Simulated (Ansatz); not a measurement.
Working through a ladder of methods at one geometry of C₂H₆BISi, SMILES CB1C[SiH]1I

With Ansatz 0.2.0, Python API.

Typed at the interpreter:
```pycon
>>> from pathlib import Path
>>> import ansatz
>>> from ase import Atoms
>>> import numpy as np
>>> atoms = Atoms(['C', 'B', 'C', 'Si', 'I', 'H', 'H', 'H', 'H', 'H', 'H'], positions=[
...     [-1.5003, 0.6489, -0.7229],
...     [-0.2454, -0.0185, -0.1921],
...     [1.0147, -0.8942, -0.424],
...     [1.135, -0.4509, 1.3119],
...     [2.2204, 1.6205, 1.8976],
...     [-1.2727, 1.4325, -1.5307],
...     [-2.0224, 1.2329, 0.101],
...     [-2.1987, -0.0528, -1.1574],
...     [1.8244, -0.3762, -0.9848],
...     [0.8209, -1.9583, -0.6017],
...     [0.2895, -1.2409, 2.3237],
... ])
>>> system = ansatz.Crystal.molecule_from_ase(atoms)
>>> setup = system.calculation().basis(gaussian='def2-SVP').scf(lower_state_search='off')
>>> print('functional    E (Ha)        dipole (D)   HOMO (eV)  LUMO (eV)')
functional    E (Ha)        dipole (D)   HOMO (eV)  LUMO (eV)
>>> for name in ['revpbe', 'r2scan', 'hf', 'hse06', 'cam_b3lyp']:
...     summary = setup.functional(name).forces().orbitals().run(threads=1, runs_dir='runs').report
...     lines = Path(summary['orbitals_path']).read_text().splitlines()
...     field_of = lambda key: [line.split('=')[1].strip() for line in lines if line.startswith(key)]
...     orbitals = [(27.211386 * float(e), s, float(n)) for e, s, n in zip(field_of('Ene='), field_of('Spin='), field_of('Occup='))]
...     homo = max(e for e, _, n in orbitals if n > 0.5)
...     lumo = min(e for e, _, n in orbitals if n < 0.5)
...     dipole = 4.803205 * np.linalg.norm(summary['charge_distribution']['dipole_moment_e_ang'])
...     print(f'{name:10s} {summary["free_energy_ev"] / 27.211386246:14.6f} {dipole:9.3f} {homo:11.3f} {lumo:10.3f}')
...
revpbe        -691.600998     2.255      -4.106     -2.422
r2scan        -691.671722     2.385      -4.334     -2.261
hf            -689.266443     2.196      -7.111      1.987
hse06         -691.394590     2.292      -4.721     -1.976
cam_b3lyp     -691.576410     2.161      -6.228     -0.367
```

These settings explore the input space; basis and method may be short of convergence. The geometry is a force-field or estimated start, not a minimum of this method, and the basis set is short of its limit. A lower total doesn't mark the better method: functionals have no common bound, and MP2 and coupled cluster aren't variational. def2 sets replace the cores of elements past krypton by effective core potentials. Levels such as HOMO and LUMO are orbital energies: with these approximate functionals they aren't the ionisation energy and electron affinity, and their gap isn't the fundamental gap. hse06 follows the composition of plane-wave codes, whose totals differ by tens of mHa, up to about 0.1 Ha, from the form usual in Gaussian-basis programs (wpbeh). It ran for 25 s on 1 thread of Arm Neoverse V1, with other jobs on the host, peak memory 0.33 GiB.
